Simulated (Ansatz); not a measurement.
# MnO: the cost of one run

Program: Ansatz 0.2.0. Level of theory: DFT LDA+U (U_eff = 4 eV on Mn d), plane waves, PAW. These are calculated values, not measurements.

### 1 The system as given

The structure is tetragonal, space group P4/nmm (No. 129). The conventional cell has a = 3.325 Å, b = 3.325 Å, c = 4.868 Å, α = 90.00°, β = 90.00°, γ = 90.00°. Mn (site symmetry -4m2) is surrounded by 4 O at 2.11 Å and 4 Mn at 2.35 Å. O (site symmetry 4mm) has 4 Mn at 2.11 Å in its first shell of neighbours.

Coordinates:

```cif
data_structure
_symmetry_space_group_name_H-M 'P4/nmm:1'
_symmetry_Int_Tables_number 129
_cell_length_a 3.3246
_cell_length_b 3.3246
_cell_length_c 4.8678
_cell_angle_alpha 90.000
_cell_angle_beta 90.000
_cell_angle_gamma 90.000
_cell_volume 53.80
loop_
_atom_site_label
_atom_site_type_symbol
_atom_site_symmetry_multiplicity
_atom_site_Wyckoff_symbol
_atom_site_fract_x
_atom_site_fract_y
_atom_site_fract_z
_atom_site_occupancy
Mn1 Mn 2 a 0.00000 0.00000 0.00000 1
O1 O 2 c 0.50000 0.00000 0.26700 1
```

### 2 Ferromagnetic start, free, symmetry kept, no search

input.yaml reads:

```yaml
crystal:
  lattice:
    - [3.32457979, 0.0, 0.0]
    - [0.0, 3.32457979, 0.0]
    - [0.0, 0.0, 4.86781975]
  atoms:
    - { symbol: Mn, position: [0.0, 0.0, 0.0], spin: 5.0 }
    - { symbol: Mn, position: [0.5, 0.5, 0.0], spin: 5.0 }
    - { symbol: O, position: [0.5, 0.0, 0.267] }
    - { symbol: O, position: [0.0, 0.5, 0.733] }
basis:
  ecutwfc: 420
  ecutrho_ratio: 4
kpoints:
  mp_grid: { grid: [6, 6, 4] }
hamiltonian:
  xc: lda
  hubbard:
    sites: [{ site: 0, l: d, u_eff: 4.0 }, { site: 1, l: d, u_eff: 4.0 }]
scf:
  occupations: { method: gaussian, width: 0.05 }
  lower_state_search: "off"
  max_iter: 150
output:
  forces: true
  stress: true
  eigenvalues: true
  populations: true
  hubbard: { sites: [{ site: 0, l: d }, { site: 1, l: d }] }
magnetization:
  spin_polarized: true
```

The run is started by

```console
$ ansatz run input.yaml --threads 2 --pin off --max-ram 3072MiB --backend cpu --events-out ev --progress --plain --runs-dir out
```

What time and memory should one allow on 2 threads of Arm Neoverse N1, shared host?

About 8.8 s, with a peak of 0.4 GiB.
